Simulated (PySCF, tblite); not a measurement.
# C2H9NOSi2: a rotation path, then NMR shifts on frames

How do NMR shifts of C2H9NOSi2 (`CC(=O)N([SiH3])[SiH3]`) change as the atoms move?

Computed with tblite 0.8.0 and PySCF 2.14.0, with density-fitted response routines of our own, on a single molecule in the gas phase. Atoms are numbered from 0 throughout.

## Step 1: The starting structure

15 atoms, charge 0, multiplicity 1; geometry from: GFN2-xTB.

Bonds of the start (Å): C0–C1 1.50, C1–O2 1.23, C1–N3 1.34, N3–Si4 1.79, N3–Si5 1.74, C0–H6 1.09, C0–H7 1.09, C0–H8 1.09, Si4–H9 1.47, Si4–H10 1.45, Si4–H11 1.45, Si5–H12 1.47, Si5–H13 1.45, Si5–H14 1.47.

## Step 2: The rotation path with GFN2-xTB

The job: settings as JSON, then the geometry in Å.

```
{"job": {"kind": "neb", "xc": "GFN2-xTB", "basis": "xTB", "atoms": [0, 1, 3, 5], "turn": 180}, "charge": 0, "multiplicity": 1}
C      2.042937     0.056483    -0.189019
C      0.760674    -0.684557     0.037891
O      0.723545    -1.897693     0.228848
N     -0.412644    -0.042092     0.040725
Si    -1.588935    -1.359131     0.349246
Si    -0.649230     1.663595    -0.202994
H      2.874766    -0.641987    -0.144133
H      2.022959     0.539091    -1.163674
H      2.166142     0.824360     0.571641
H     -2.843461    -0.591016     0.341635
H     -1.378351    -1.886505     1.687047
H     -1.592632    -2.267729    -0.784858
H     -0.116729     2.017784    -1.522305
H     -2.083509     1.894442    -0.124682
H      0.070056     2.382943     0.852718
```

With the program's defaults for keys left out, this is: GFN2-xTB climbing-image nudged elastic band, gas phase.

Run with:

```console
$ OMP_NUM_THREADS=1 python probes_run.py task.json out
```

One launch serves the whole session: the jobs run in the order shown.

The log of the run:

```text
image   E - E0 / eV
  0       0.0000
  1       0.0622
  2       0.3253
  3       0.5319
  4       0.5797
  5       0.4852
  6       0.2394
  7       0.0426
  8       0.0000
```

It took 5.8 s on 1 thread of Intel Xeon Platinum 8488C, shared host; peak memory 0.19 GiB.

The final band, with the dihedral C0–C1–N3–Si5:

```tsv
image	dihedral (°)	energy (eV)	energy (kcal/mol)
0	0	0.000	0.0
1	21	0.062	1.4
2	50	0.325	7.5
3	77	0.532	12.3
4	101	0.580	13.4
5	125	0.485	11.2
6	148	0.239	5.5
7	167	0.043	1.0
8	180	0.000	0.0
```

## Step 3: NMR shieldings: image 0, PBE0/pcSseg-1

The job: settings as JSON, then the geometry in Å.

```
{"job": {"kind": "nmr", "xc": "PBE0", "basis": "pcSseg-1", "pop": false}, "charge": 0, "multiplicity": 1}
C      2.042900     0.056500    -0.189000
C      0.760700    -0.684600     0.037900
O      0.723500    -1.897700     0.228800
N     -0.412600    -0.042100     0.040700
Si    -1.588900    -1.359100     0.349200
Si    -0.649200     1.663600    -0.203000
H      2.874800    -0.642000    -0.144100
H      2.023000     0.539100    -1.163700
H      2.166100     0.824400     0.571600
H     -2.843500    -0.591000     0.341600
H     -1.378400    -1.886500     1.687000
H     -1.592600    -2.267700    -0.784900
H     -0.116700     2.017800    -1.522300
H     -2.083500     1.894400    -0.124700
H      0.070100     2.382900     0.852700
```

With the program's defaults for keys left out, this is: GIAO PBE0/pcSseg-1 NMR shielding, non-relativistic, gas phase.

The log of the run:

```text
coarse grid: 13152 points
cycle   1  E = -789.9287927070  dE =  6.970e-01  |g| = 8.048e-01  |ddm| = 3.444e+00
cycle   2  E = -789.5335005166  dE =  3.953e-01  |g| = 1.620e+00  |ddm| = 2.066e+00
cycle   3  E = -790.0439938375  dE = -5.105e-01  |g| = 2.308e-01  |ddm| = 1.619e+00
cycle   4  E = -790.0538760467  dE = -9.882e-03  |g| = 8.474e-02  |ddm| = 2.125e-01
cycle   5  E = -790.0552175240  dE = -1.341e-03  |g| = 2.212e-02  |ddm| = 6.495e-02
cycle   6  E = -790.0553234198  dE = -1.059e-04  |g| = 4.282e-03  |ddm| = 1.839e-02
cycle   7  E = -790.0553274997  dE = -4.080e-06  |g| = 7.215e-04  |ddm| = 3.849e-03
final grid: 116816 points
cycle   8  E = -790.0975103163  dE = -1.155e-05  |g| = 1.148e-02  |ddm| = 2.357e-02
cycle   9  E = -790.0974358946  dE =  7.442e-05  |g| = 2.289e-02  |ddm| = 2.277e-02
cycle  10  E = -790.0975347000  dE = -9.881e-05  |g| = 1.752e-03  |ddm| = 1.648e-02
cycle  11  E = -790.0975353825  dE = -6.825e-07  |g| = 1.920e-04  |ddm| = 1.537e-03
cycle  12  E = -790.0975353905  dE = -7.991e-09  |g| = 5.511e-05  |ddm| = 2.273e-04
cycle  13  E = -790.0975353911  dE = -6.116e-10  |g| = 2.356e-05  |ddm| = 6.504e-05
converged SCF energy = -790.0975353911

GIAO shielding tensors (ppm)
atom      isotropic    diamagn.    paramagn.     s11        s22        s33       span
  0 C      164.522     251.390     -86.868    147.212    154.755    191.599     44.387
  1 C        1.721     250.643    -248.922    -73.567    -23.931    102.661    176.228
  2 O     -147.784     403.689    -551.473   -406.171   -244.717    207.536    613.707
  3 N      151.001     334.579    -183.578     43.859    178.497    230.646    186.787
  4 Si     418.829     879.747    -460.918    366.360    405.888    484.238    117.878
  5 Si     410.173     881.626    -471.453    383.814    389.100    457.606     73.792
  6 H       29.337      28.347       0.990     24.921     27.842     35.247     10.326
  7 H       29.400      30.262      -0.863     25.518     29.128     33.553      8.035
  8 H       29.411      30.297      -0.885     25.498     29.198     33.538      8.040
  9 H       27.528      30.581      -3.053     23.868     27.128     31.588      7.719
 10 H       27.028      29.687      -2.660     23.615     25.114     32.354      8.740
 11 H       27.025      29.692      -2.667     23.614     25.111     32.350      8.736
 12 H       27.004      30.269      -3.265     23.809     25.352     31.851      8.041
 13 H       26.932      30.272      -3.340     22.966     26.538     31.291      8.326
 14 H       27.003      30.261      -3.257     23.810     25.318     31.882      8.072
```

It took 17 s on 1 thread of Intel Xeon Platinum 8488C, shared host; peak memory 0.77 GiB.

Shifts follow as δ = σ(reference) − σ, with reference shieldings (ppm) from runs at the same level and on the same kind of geometry: 1H TMS 31.72, 13C TMS 186.9, 29Si TMS 349.2, 15N NH3 267.7, 17O H2O 336.1. The references are single molecules in the gas phase, so shifts against H2O, NH3, PH3, H3PO4 or CFCl3 are not on the usual liquid scales and can be off by tens of ppm. Each atom is listed at this fixed geometry, with no averaging over motion; a spectrum would average atoms that exchange fast.

```tsv
atoms	environment	σ (ppm)	δ (ppm)
C1	amide carbonyl carbon	1.7	185.2
C0	methyl carbon α to a carbonyl	164.5	22.4
H13	hydrogen on a silicon bonded to N	26.93	4.79
H14	hydrogen on a silicon bonded to N	27.00	4.71
H12	hydrogen on a silicon bonded to N	27.00	4.71
H11	hydrogen on a silicon bonded to N	27.02	4.69
H10	hydrogen on a silicon bonded to N	27.03	4.69
H9	hydrogen on a silicon bonded to N	27.53	4.19
H6	hydrogen on a methyl carbon α to a carbonyl	29.34	2.38
H7	hydrogen on a methyl carbon α to a carbonyl	29.40	2.32
H8	hydrogen on a methyl carbon α to a carbonyl	29.41	2.31
O2	amide-type carbonyl oxygen	-147.8	483.9
N3	amide-type nitrogen	151.0	116.7
Si5	silicon bonded to N, 3 H	410.2	-61.0
Si4	silicon bonded to N, 3 H	418.8	-69.7
```

## Step 4: Shielding tensors: image 2, PBE0/pcSseg-1

The job: settings as JSON, then the geometry in Å.

```
{"job": {"kind": "nmr", "xc": "PBE0", "basis": "pcSseg-1", "pop": false}, "charge": 0, "multiplicity": 1}
C      2.046300     0.018500     0.138000
C      0.778700    -0.666100    -0.288500
O      0.772500    -1.815100    -0.682200
N     -0.405900    -0.026200    -0.055500
Si    -1.565300    -1.262700     0.457900
Si    -0.712700     1.630500    -0.495300
H      2.903600    -0.556200    -0.202000
H      2.110500     1.045700    -0.201000
H      2.030900     0.012500     1.228900
H     -2.747000    -0.472400     0.799900
H     -0.949500    -1.815900     1.664400
H     -1.864600    -2.260400    -0.552500
H     -0.481900     1.773700    -1.936300
H     -2.104400     1.886000    -0.149400
H      0.184400     2.516200     0.251700
```

With the program's defaults for keys left out, this is: GIAO PBE0/pcSseg-1 NMR shielding, non-relativistic, gas phase.

The log of the run:

```text
coarse grid: 13152 points
cycle   1  E = -789.9126350266  dE =  6.618e-01  |g| = 8.229e-01  |ddm| = 3.430e+00
cycle   2  E = -789.5155681045  dE =  3.971e-01  |g| = 1.635e+00  |ddm| = 2.153e+00
cycle   3  E = -790.0353091584  dE = -5.197e-01  |g| = 2.247e-01  |ddm| = 1.683e+00
cycle   4  E = -790.0446273757  dE = -9.318e-03  |g| = 8.538e-02  |ddm| = 2.190e-01
cycle   5  E = -790.0459985444  dE = -1.371e-03  |g| = 2.266e-02  |ddm| = 7.052e-02
cycle   6  E = -790.0461094810  dE = -1.109e-04  |g| = 4.458e-03  |ddm| = 1.937e-02
cycle   7  E = -790.0461137422  dE = -4.261e-06  |g| = 8.641e-04  |ddm| = 4.069e-03
final grid: 116816 points
cycle   8  E = -790.0880994804  dE = -3.894e-06  |g| = 1.249e-02  |ddm| = 1.944e-02
cycle   9  E = -790.0880086968  dE =  9.078e-05  |g| = 2.523e-02  |ddm| = 2.570e-02
cycle  10  E = -790.0881284299  dE = -1.197e-04  |g| = 1.577e-03  |ddm| = 1.838e-02
cycle  11  E = -790.0881289839  dE = -5.540e-07  |g| = 1.709e-04  |ddm| = 1.351e-03
cycle  12  E = -790.0881289902  dE = -6.284e-09  |g| = 4.631e-05  |ddm| = 1.984e-04
cycle  13  E = -790.0881289906  dE = -3.729e-10  |g| = 2.492e-05  |ddm| = 5.917e-05
converged SCF energy = -790.0881289906

GIAO shielding tensors (ppm)
atom      isotropic    diamagn.    paramagn.     s11        s22        s33       span
  0 C      160.709     250.987     -90.278    141.399    152.510    188.217     46.817
  1 C       -2.841     247.877    -250.719    -91.831    -10.760     94.067    185.897
  2 O     -205.558     402.059    -607.617   -547.824   -332.160    263.310    811.135
  3 N      171.495     335.803    -164.308     69.863    186.362    258.260    188.397
  4 Si     400.185     880.712    -480.527    369.470    374.134    456.951     87.481
  5 Si     404.573     881.261    -476.689    369.539    383.862    460.317     90.779
  6 H       29.527      28.722       0.805     25.532     27.817     35.233      9.700
  7 H       29.206      30.684      -1.478     24.595     30.304     32.718      8.123
  8 H       29.484      30.079      -0.595     26.342     28.458     33.653      7.311
  9 H       27.414      30.612      -3.198     23.975     26.736     31.532      7.557
 10 H       27.284      29.945      -2.661     23.282     26.063     32.508      9.226
 11 H       26.609      29.773      -3.163     22.919     24.969     31.940      9.021
 12 H       26.941      29.709      -2.768     23.496     24.990     32.336      8.840
 13 H       26.946      30.342      -3.396     23.284     26.455     31.099      7.815
 14 H       26.759      30.316      -3.557     23.476     25.607     31.196      7.720
```

Run time: 17 s. Hardware: 1 thread of Intel Xeon Platinum 8488C, shared host; peak memory 0.82 GiB.

Key values: δ C1 189.8, C0 26.2, O2 541.6, N3 96.2, H11 5.11, H14 4.96 ppm.

[end of part 1 of 2]
